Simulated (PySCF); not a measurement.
**ZrH: bond curves at several levels of theory**

The task here is to estimate one member of a computed series from the others.

Computed with PySCF 2.14.0. Level: Zr x2c-TZVPPall, H x2c-TZVPPall, spin-free X2C with a Gaussian nucleus.

The first run:

The job is set up so:

- atoms: Zr, H
- charge: 0
- basis: Zr x2c-TZVPPall, H x2c-TZVPPall
- Hamiltonian: spin-free X2C with a Gaussian nucleus
- basis functions: 93
- electrons treated: 41
- masses in u: 89.9047, 1.0078
- levels: PBE0, PBE, r²SCAN, revPBE, BP86, TPSSh, MN15, CAM-B3LYP, HF, MP2, SCS-MP2, CCSD, CCSD(T)
- grid: 80 radial by 434 angular points
- occupations: held fixed by the projection of orbital angular momentum
- dissociation limit: Zr + H, each in its ground configuration
- starting distance in angstrom: 1.725
- values of 2S to try: 1, 3, 5

Run with:

```sh
> OMP_NUM_THREADS=1 python dia.py task.json out
```

Steps of the session up to this table: Input; The PBE0 curve of the state that the search chose; Excited determinants; PBE (GGA); r²SCAN (meta-GGA); revPBE; BP86 (GGA); TPSSh (hybrid meta-GGA); MN15; CAM-B3LYP; UHF (mean field); Adding correlation.

One table of the session follows, with a row left open; its other results are not shown here.

```
      level  Re (Å)  ωe (cm⁻¹)  De (eV)
        UHF   1.920       1520     2.07
    UHF-MP2   1.846       1638     2.32
UHF-SCS-MP2   1.861       1603     2.19
   UHF-CCSD   1.870       1577     2.43
UHF-CCSD(T)   1.868       1574     2.39
        PBE   1.856       1571     2.94
     revPBE   1.862       1557     2.96
       BP86   1.857       1572     3.03
     r²SCAN   1.857       1587     3.15
      TPSSh   1.862       1594     3.07
       PBE0   1.855       1594     2.84
       MN15   1.852       1599     2.56
  CAM-B3LYP       ?          ?        ?
```

Q: Estimate the row for CAM-B3LYP from the others.

The run gave: Re (Å): 1.867; ωe (cm⁻¹): 1586; De (eV): 2.64. In the column «Re (Å)» it lies between TPSSh (1.862) and UHF-CCSD(T) (1.868).
